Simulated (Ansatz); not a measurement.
# C2H8BSb: up Jacob's ladder to CCSD(T)

One table from this session's results is given with a row withheld; the runs are named, their logs left out.

The runs use Ansatz 0.2.0, Gaussian basis; functionals in def2-TZVPP, the program's frozen cores in correlated methods.

Plan: LDA (SPW92), PBE-D4, revPBE-D4, BLYP-D4, r2SCAN-D4, B97M-V, PBE0-D4, B3LYP-D4, r2SCANh-D4, r2SCAN0-D4, HSE06-D4, BHLYP-D4, CAM-B3LYP-D4, LC-ωPBE, ωB97X-V, ωB97M-V, B2PLYP, PBE-QIDH; CCSD(T)/def2-SVP; CCSD(T)/def2-TZVPP; MP2/def2-QZVPP; extrapolation to the limit; RPA on PBE.

**Structure used throughout**

All runs share one geometry, relaxed beforehand with PBE0-D4 in a triple-zeta def2 set. Sb takes the def2 core potential; no spin-orbit term is included.

SMILES `BC[CH2][SbH2]`, 12 atoms, charge 0, spin multiplicity 1.

Atoms are counted from 1 here; the program's logs count them from 0.

Bond lengths: B1–C2 1.550 Å, B1–H5 1.199 Å, B1–H6 1.199 Å, C2–C3 1.544 Å, C2–H7 1.091 Å, C2–H8 1.091 Å, C3–Sb4 2.177 Å, C3–H9 1.094 Å, C3–H10 1.094 Å, Sb4–H11 1.711 Å, Sb4–H12 1.711 Å. Angles: C2–B1–H5 120.3°, C2–B1–H6 120.4°, H5–B1–H6 118.8°, B1–C2–C3 96.3°, B1–C2–H7 115.7°, B1–C2–H8 115.7°, C3–C2–H7 109.6°, C3–C2–H8 109.6°, H7–C2–H8 109.1°, C2–C3–Sb4 115.1°, C2–C3–H9 112.0°, C2–C3–H10 112.1°, Sb4–C3–H9 105.0°, Sb4–C3–H10 104.9°, H9–C3–H10 107.0°, C3–Sb4–H11 93.3°, C3–Sb4–H12 93.4°, H11–Sb4–H12 91.3°.

Set-up of the first run:

The input, in.yaml:

```yaml
crystal:
  periodic: [false, false, false]
  atoms:
    - {symbol: B, position_ang: [-0.667448, 1.782350, 0.018651]}
    - {symbol: C, position_ang: [-0.710305, 0.256266, -0.247084]}
    - {symbol: C, position_ang: [0.705075, -0.048855, 0.288716]}
    - {symbol: Sb, position_ang: [1.300654, -2.140621, 0.182856]}
    - {symbol: H, position_ang: [-0.196196, 2.525776, -0.795060]}
    - {symbol: H, position_ang: [-0.972623, 2.219203, 1.092384]}
    - {symbol: H, position_ang: [-0.776995, -0.039395, -1.295056]}
    - {symbol: H, position_ang: [-1.448223, -0.303825, 0.329027]}
    - {symbol: H, position_ang: [0.812374, 0.223371, 1.343199]}
    - {symbol: H, position_ang: [1.479236, 0.493385, -0.263064]}
    - {symbol: H, position_ang: [0.743016, -2.321753, -1.424176]}
    - {symbol: H, position_ang: [-0.191568, -2.701101, 0.803708]}
basis:
  gaussian: {orbitals: def2-TZVPP}
hamiltonian: {xc: lda}
output: {orbitals: {seedname: orbitals}}
```

Launch:

```console
ansatz run in.yaml --threads 4 --pin off --events-out ev --progress --plain --max-ram 10444MiB
```

Among the steps run: LDA; PBE-D4 (GGA); revPBE-D4 (GGA); BLYP-D4 (GGA); r2SCAN-D4 (meta-GGA); B97M-V (meta-GGA); PBE0-D4 (hybrid); B3LYP-D4 (hybrid); r2SCANh-D4 (hybrid); r2SCAN0-D4 (hybrid); HSE06-D4 (hybrid); BHLYP-D4 (hybrid); CAM-B3LYP-D4 (range-separated); LC-ωPBE (range-separated); ωB97X-V (range-separated); ωB97M-V (range-separated); B2PLYP (double hybrid); PBE-QIDH (double hybrid).

One table of the session follows, with a row left open; its other results are not shown here.

It belongs to the step «Frontier levels by functional». 

| functional | HOMO (eV) | LUMO (eV) | gap (eV) |
| --- | --- | --- | --- |
| LDA (SPW92) | -6.16 | -2.63 | 3.53 |
| PBE-D4 | -6.01 | -2.35 | 3.66 |
| revPBE-D4 | -5.95 | -2.24 | 3.71 |
| BLYP-D4 | ? | ? | ? |
| r2SCAN-D4 | -6.20 | -2.02 | 4.18 |
| B97M-V | -6.22 | -2.10 | 4.11 |
| PBE0-D4 | -6.97 | -1.45 | 5.52 |
| B3LYP-D4 | -6.81 | -1.65 | 5.16 |
| r2SCANh-D4 | -6.56 | -1.72 | 4.85 |
| r2SCAN0-D4 | -7.11 | -1.27 | 5.85 |
| HSE06-D4 | -6.59 | -1.82 | 4.76 |
| BHLYP-D4 | -7.84 | -0.50 | 7.34 |
| CAM-B3LYP-D4 | -8.18 | -0.43 | 7.75 |
| LC-ωPBE | -9.41 | 0.70 | 10.11 |
| ωB97X-V | -9.10 | 0.58 | 9.69 |
| ωB97M-V | -9.02 | 0.33 | 9.35 |

Q: Estimate the row for BLYP-D4 from the others.

Worked estimate for «HOMO (eV)». Against the share of exact exchange, B3LYP-D4 (0.2, -6.81), BHLYP-D4 (0.5, -7.84) give a slope of -3.43 per unit share; at 0 the line stands at -6.12.

As computed: HOMO (eV): -5.87; LUMO (eV): -2.19; gap (eV): 3.69. In «HOMO (eV)» the line misses by -0.25.
